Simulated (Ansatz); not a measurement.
Predict the output of the script below (Ansatz 0.2.0, Python API).

`run_bend.py`
```python
# -*- coding: utf-8 -*-
"""Bending curve of Cl2H2SeSn."""

import warnings

import ansatz as az
from ase import Atoms

BASIS_SET = "def2-SVP"
FUNCTIONAL = "pbe0"
FMAX = 0.02


def main():
    warnings.simplefilter("ignore", az.DeckWarning)

    atoms = Atoms(["Cl", "Sn", "Cl", "Se", "H", "H"], positions=[
        (-1.10896, -1.53662, 1.28037),
        (0.46526, -0.18574, 0.23725),
        (1.93606, -1.60971, -0.83342),
        (-0.7277, 1.24845, -1.48593),
        (1.35482, 0.70329, 1.48392),
        (-1.91947, 1.38034, -0.6822),
    ])

    # relax first, so that the scan starts from a minimum
    first = (
        az.Crystal.molecule_from_ase(atoms).calculation()
        .basis(gaussian=BASIS_SET)  # atom-centred Gaussian functions
        .functional(FUNCTIONAL)
        .relax(force_tolerance=FMAX, max_steps=80)
    )
    atoms.positions = first.run(threads=1, backend="cpu").report["positions_ang"]

    rows = []
    for angle in [90, 100, 110, 120, 135, 150, 165, 179]:
        bent = atoms.copy()
        bent.set_angle(1, 3, 5, angle, indices=[5])
        calculation = az.Crystal.molecule_from_ase(bent).calculation().basis(gaussian=BASIS_SET).functional(FUNCTIONAL)
        rows.append((angle, calculation.run(threads=1, backend="cpu").report["free_energy_ev"]))
    floor = min(e for _, e in rows)
    for angle, e in rows:
        print(f"angle Sn1-Se3-H5 = {angle:3d} deg   {1000 * (e - floor):9.1f} meV")


if __name__ == "__main__":
    main()
```

```console
$ python run_bend.py
angle Sn1-Se3-H5 =  90 deg         0.0 meV
angle Sn1-Se3-H5 = 100 deg        46.1 meV
angle Sn1-Se3-H5 = 110 deg       180.9 meV
angle Sn1-Se3-H5 = 120 deg       396.2 meV
angle Sn1-Se3-H5 = 135 deg       846.6 meV
angle Sn1-Se3-H5 = 150 deg      1395.5 meV
angle Sn1-Se3-H5 = 165 deg      1921.5 meV
angle Sn1-Se3-H5 = 179 deg      2172.8 meV
```

What to keep in mind:
- The scan is rigid, and the energies are electronic, in a modest basis. The zero is the lowest point of the grid, which needn't be the minimum.
- def2 sets replace the cores of elements past krypton by effective core potentials.
- The whole script took 75 s on 1 thread of Arm Neoverse V1, with other jobs on the host, peak memory 0.35 GiB.
